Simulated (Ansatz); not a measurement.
A nudged elastic band was laid between two geometries of a periodic cell of 17 atoms, Mg8HO8 (host MgO, host structure Fm-3m, interstitial H).

Theory: Ansatz, DFT PBE-D3(BJ), scalar-relativistic, plane waves, PAW. Settings: PAW set soft_1, cutoff 420 eV, k mesh 2x2x2, gaussian smearing 0.05 eV, spin collinear.

```json
{
  "movable images": "3",
  "climbing image": "yes",
  "spring": "5.0 eV/Å²",
  "optimiser": "quadratic models (default)",
  "start path": "IDPP",
  "force threshold": "0.03 eV/Å",
  "iteration limit": "80",
  "end points": "relaxed"
}
```

Initial state:

```xyz
17
Lattice="0.0000 3.8590 3.8590 3.8590 0.0000 3.8590 3.8590 3.8590 0.0000" Properties=species:S:1:pos:R:3
Mg 0.010 0.007 -0.005
O 1.894 1.892 1.970
Mg 1.925 1.923 -0.005
O 3.899 3.897 1.969
Mg 1.938 -0.005 1.926
O 3.862 1.930 3.861
Mg 3.869 1.923 1.939
O 5.753 3.898 3.823
Mg -0.003 1.935 1.926
O 1.932 3.860 3.861
Mg 1.925 3.867 1.939
O 3.900 5.751 3.823
Mg 1.938 1.936 3.867
O 3.861 3.859 5.791
Mg 3.856 3.854 3.867
O 5.791 5.789 5.791
H 2.897 2.895 0.967
```

Final state:

```xyz
17
Lattice="0.0000 3.8590 3.8590 3.8590 0.0000 3.8590 3.8590 3.8590 0.0000" Properties=species:S:1:pos:R:3
Mg 0.006 -0.007 -0.005
O 1.929 1.930 1.932
Mg 1.935 1.924 0.008
O 3.897 3.821 1.970
Mg 1.934 0.005 1.926
O 3.897 1.968 3.823
Mg 3.853 1.924 1.926
O 5.750 3.821 3.823
Mg 0.007 1.937 1.939
O 1.929 3.859 3.861
Mg 1.922 3.852 1.939
O 3.859 5.789 3.861
Mg 1.922 1.936 3.854
O 3.859 3.859 5.791
Mg 3.853 3.865 3.867
O 5.750 5.827 5.829
H 2.894 4.824 0.967
```

**Question.** What changes between the two ends?

**Answer.** Contacts lost: Mg3–H17, Mg7–H17. Contacts made: Mg9–H17, Mg13–H17. The atom that moves furthest is H17, by 1.93 Å; four of its nearest neighbours are Mg3 1.68, Mg11 1.68, Mg1 1.68, Mg7 1.68 Å at the first end and Mg11 1.68, Mg9 1.68, Mg13 1.68, Mg1 1.68 Å at the last.

**Question.** Give the energies along the band, and the barrier.

**Answer.** The run converged. The highest image is number 2 of 0 to 4, 1.08 eV above the ends, which have the same energy within 2 meV. By the program's own check the climbing image is of a kind that is not told: the force calls were inconclusive, a negative curvature could not be distinguished from the path's own, the only one lies far off the path, or fixed occupations may fill a level only in part (lowest curvatures found: -5.24 and 1.69 eV/Å²). Limits of this set-up: coarse k mesh, a small cell, in which the defect meets its images.

| image | path coordinate (Å) | energy (eV) | Mg3–H17 (Å) | Mg7–H17 (Å) | Mg9–H17 (Å) |
| --- | --- | --- | --- | --- | --- |
| 0 | 0.00 | 0.00 | 1.68 | 1.68 | 3.20 |
| 1 | 0.49 | 0.58 | 1.95 | 1.94 | 2.76 |
| 2 | 0.99 | 1.08 | 2.34 | 2.31 | 2.31 |
| 3 | 1.48 | 0.58 | 2.77 | 2.76 | 1.94 |
| 4 | 1.98 | 0.00 | 3.20 | 3.20 | 1.68 |

**Question.** What is the geometry of the highest image?

**Answer.** 
```xyz
17
Lattice="0.0000 3.8590 3.8590 3.8590 0.0000 3.8590 3.8590 3.8590 0.0000" Properties=species:S:1:pos:R:3
Mg 0.081 0.000 -0.084
O 1.930 1.950 1.931
Mg 1.935 1.971 0.006
O 3.988 3.859 2.059
Mg 1.966 0.000 1.898
O 3.859 1.909 3.860
Mg 3.853 1.973 1.925
O 5.669 3.859 3.741
Mg -0.006 1.887 1.925
O 1.943 3.859 3.874
Mg 1.844 3.859 2.012
O 3.859 5.810 3.860
Mg 1.935 1.889 3.865
O 3.844 3.859 5.775
Mg 3.826 3.859 3.896
O 5.789 5.768 5.790
H 2.906 3.859 0.978
```

Run time: 7.6 min on 2 threads of Arm Neoverse V1, with other jobs on the host, peak memory 0.86 GiB.
